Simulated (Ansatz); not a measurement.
Nudged elastic band run: Si

The input (input.yaml):

```yaml
crystal:
  lattice:
    - [0.0, 5.43, 5.43]
    - [5.43, 0.0, 5.43]
    - [5.43, 5.43, 0.0]
  atoms:
    - { symbol: Si, position: [-0.00715893, 0.00215084, 0.00266068] }
    - { symbol: Si, position: [0.12156503, 0.12812004, 0.12824087] }
    - { symbol: Si, position: [0.00017989, -0.00110453, 0.50055553] }
    - { symbol: Si, position: [0.12142163, 0.12802424, 0.62246923] }
    - { symbol: Si, position: [0.00026634, 0.50039758, -0.0012081] }
    - { symbol: Si, position: [0.1215819, 0.6218166, 0.12832925] }
    - { symbol: Si, position: [0.00019306, 0.50029637, 0.50062616] }
    - { symbol: Si, position: [0.1250086, 0.62502603, 0.62494459] }
    - { symbol: Si, position: [0.501891, 0.00204773, 0.00243631] }
    - { symbol: Si, position: [0.62428342, 0.12460237, 0.1260788] }
    - { symbol: Si, position: [0.50164061, 0.00176586, 0.49470862] }
    - { symbol: Si, position: [0.62796422, 0.1280346, 0.62226757] }
    - { symbol: Si, position: [0.50194873, 0.49317529, 0.00257519] }
    - { symbol: Si, position: [0.62799489, 0.62176999, 0.12819126] }
    - { symbol: Si, position: [0.49888349, 0.50025991, 0.5005098] }
    - { symbol: Si, position: [0.62794785, 0.62158137, 0.62239102] }
    - { symbol: Si, position: [0.37430308, 0.8746165, 0.87604502] }
basis:
  ecutwfc: 420.0
kpoints:
  mp_grid: { grid: [2, 2, 2] }
hamiltonian:
  xc: pbe
  pseudopotentials: { kind: paw, azcp: { folder: soft_1 } }
scf:
  occupations: { method: gaussian, width: 0.02 }
  lower_state_search: "off"
neb:
  images: 6
  f_tol: 0.05
  max_iterations: 50
  order_check: false
  climbing: immediate
  final_atoms:
    - { symbol: Si, position: [-0.0001429, 0.00030971, 0.00016031] }
    - { symbol: Si, position: [0.12390996, 0.12515893, 0.12483243] }
    - { symbol: Si, position: [0.00295261, 0.00334757, 0.49715519] }
    - { symbol: Si, position: [0.12448926, 0.12511214, 0.62644375] }
    - { symbol: Si, position: [0.00281588, 0.49743351, 0.00310694] }
    - { symbol: Si, position: [0.1245018, 0.62656418, 0.1248865] }
    - { symbol: Si, position: [0.00285953, 0.49736987, 0.49720026] }
    - { symbol: Si, position: [0.13144162, 0.62317341, 0.62292974] }
    - { symbol: Si, position: [0.49633263, 0.00383454, 0.00373649] }
    - { symbol: Si, position: [0.62621385, 0.12523889, 0.12499815] }
    - { symbol: Si, position: [0.49696632, 0.00320967, 0.49733172] }
    - { symbol: Si, position: [0.62269919, 0.13155871, 0.62350069] }
    - { symbol: Si, position: [0.49697631, 0.49751418, 0.00305487] }
    - { symbol: Si, position: [0.62258018, 0.62361833, 0.13156823] }
    - { symbol: Si, position: [0.50004584, 0.5001389, 0.50016292] }
    - { symbol: Si, position: [0.62283277, 0.6231349, 0.62298612] }
    - { symbol: Si, position: [0.74992814, 0.75040097, 0.75029186] }
```

Command:

```bash
$ ansatz run input.yaml --threads 1 --pin off --max-ram 3072MiB --backend cpu --events-out ev --progress --plain --runs-dir out
```

Output, in part (warnings, iteration lines):

```
NEB end point (image 0): max|allowed force component| = 2.320e-2 eV/Å (the criterion of neb.relax_end_points is 1.000e-2)
NEB end point (image 7): max|allowed force component| = 1.800e-2 eV/Å (the criterion of neb.relax_end_points is 1.000e-2)
NEB iter   1: max|band force component| = 1.589e0 eV/Å  barrier→ = 0.9512 eV  barrier← = 0.9513 eV  CI = image 3  Δτ_max = 0.1306 Å  (70 SCF iters)
NEB iter   2: max|band force component| = 7.494e-1 eV/Å  barrier→ = 0.4992 eV  barrier← = 0.4992 eV  CI = image 3  Δτ_max = 0.1939 Å  (43 SCF iters)
NEB iter   3: max|band force component| = 3.258e-1 eV/Å  barrier→ = 0.3635 eV  barrier← = 0.3635 eV  CI = image 5  Δτ_max = 0.1447 Å  (43 SCF iters)
NEB iter   4: max|band force component| = 2.309e-1 eV/Å  barrier→ = 0.3425 eV  barrier← = 0.3426 eV  CI = image 5  Δτ_max = 0.1940 Å  (39 SCF iters)
NEB iter   5: max|band force component| = 2.398e-1 eV/Å  barrier→ = 0.3287 eV  barrier← = 0.3287 eV  CI = image 5  Δτ_max = 0.1021 Å  (39 SCF iters)
NEB iter   6: max|band force component| = 2.198e-1 eV/Å  barrier→ = 0.3071 eV  barrier← = 0.3072 eV  CI = image 4  Δτ_max = 0.0997 Å  (38 SCF iters)
NEB iter   7: max|band force component| = 3.649e-1 eV/Å  barrier→ = 0.3107 eV  barrier← = 0.3107 eV  CI = image 5  Δτ_max = 0.0500 Å  (37 SCF iters)
NEB iter   8: max|band force component| = 9.670e-2 eV/Å  barrier→ = 0.3094 eV  barrier← = 0.3095 eV  CI = image 4  Δτ_max = 0.0928 Å  (34 SCF iters)
NEB iter   9: max|band force component| = 7.088e-2 eV/Å  barrier→ = 0.3071 eV  barrier← = 0.3072 eV  CI = image 4  Δτ_max = 0.0310 Å  (35 SCF iters)
NEB iter  10: max|band force component| = 3.790e-2 eV/Å  barrier→ = 0.3053 eV  barrier← = 0.3054 eV  CI = image 4  Δτ_max = 0.0309 Å  (29 SCF iters)
NEB iter  11: max|band force component| = 8.306e-2 eV/Å  barrier→ = 0.3055 eV  barrier← = 0.3056 eV  CI = image 4  Δτ_max = 0.0157 Å  (5 SCF iters)
NEB iter  12: max|band force component| = 2.661e-2 eV/Å  barrier→ = 0.3045 eV  barrier← = 0.3046 eV  CI = image 4  Δτ_max = 0.0000 Å  (24 SCF iters)
```

The forces met the threshold. The band force fell under the threshold earlier too, but the program's further tests of the path sent the band on. The order of the stationary point at the top wasn't checked. Limits of this set-up: coarse k mesh.

Final band (atoms are numbered from 1 in the order of the input):

```csv
image,path coordinate (Å),energy (eV),Si1–Si17 (Å),Si8–Si17 (Å)
0,0.00,0.00,2.39,4.70
1,0.42,0.06,2.43,4.37
2,0.83,0.24,2.51,4.00
3,1.25,0.29,2.75,3.59
4,1.67,0.30,3.12,3.13
5,2.24,0.28,3.74,2.62
6,2.82,0.12,4.24,2.45
7,3.39,0.00,4.70,2.39
```

Time of the run: 7.9 min on 1 thread of Arm Neoverse V1 (shared host), peak memory 0.81 GiB.
